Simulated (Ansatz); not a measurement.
# GaSb: the cost of one run

Computed with Ansatz 0.2.0 (DFT PBEsol, scalar-relativistic, plane waves, PAW, unless a step's input says otherwise).

The COD entry's cell or inner coordinates are ideal or old and differ from later refinements, so a difference from it is no clean test against experiment.

### Step 1. The system as given

It takes space group F-43m (No. 216, cubic). Conventional cell: a = 6.118 Å, b = 6.118 Å, c = 6.118 Å, α = 90.00°, β = 90.00°, γ = 90.00°. Ga (site symmetry -43m) is surrounded by 4 Sb at 2.65 Å. Around Sb (site symmetry -43m) lie 4 Ga at 2.65 Å.

Structure file:

```
CELL_PARAMETERS angstrom
6.11800 0.00000 0.00000
0.00000 -6.11800 0.00000
0.00000 0.00000 -6.11800
ATOMIC_POSITIONS crystal
Ga 0.00000 0.50000 0.50000
Ga 0.50000 0.00000 0.50000
Ga 0.50000 0.50000 0.00000
Ga 0.00000 0.00000 0.00000
Sb 0.75000 0.75000 0.75000
Sb 0.25000 0.25000 0.75000
Sb 0.25000 0.75000 0.25000
Sb 0.75000 0.25000 0.25000
```

No relaxation comes first: the listed cell is the starting point.

### Step 2. The reference: the undisturbed cell on the scan's mesh

Input file input.yaml:

```yaml
crystal:
  lattice:
    - [6.118, 0.0, 0.0]
    - [0.0, -6.118, 0.0]
    - [0.0, 0.0, -6.118]
  atoms:
    - { symbol: Ga, position: [0.0, 0.5, 0.5] }
    - { symbol: Ga, position: [0.5, 0.0, 0.5] }
    - { symbol: Ga, position: [0.5, 0.5, 0.0] }
    - { symbol: Ga, position: [0.0, 0.0, 0.0] }
    - { symbol: Sb, position: [0.75, 0.75, 0.75] }
    - { symbol: Sb, position: [0.25, 0.25, 0.75] }
    - { symbol: Sb, position: [0.25, 0.75, 0.25] }
    - { symbol: Sb, position: [0.75, 0.25, 0.25] }
basis:
  ecutwfc: 420
kpoints:
  mp_grid: { grid: [8, 8, 8] }
hamiltonian:
  xc: pbesol
scf:
  occupations: { method: gaussian, width: 0.15 }
output:
  forces: true
  stress: true
  eigenvalues: true
  write_density: true
  write_potential: true
  elf: true
  volumetric_format: npy
```

On the command line:

```bash
$ ansatz run input.yaml --threads 1 --pin off --max-ram 2560MiB --backend cpu --events-out ev --progress --plain --runs-dir out
```

Q: Estimate wall time and peak memory on 1 thread of Intel Xeon 6975P-C (Granite Rapids), shared host.

About 29 s, with a peak of 0.71 GiB.
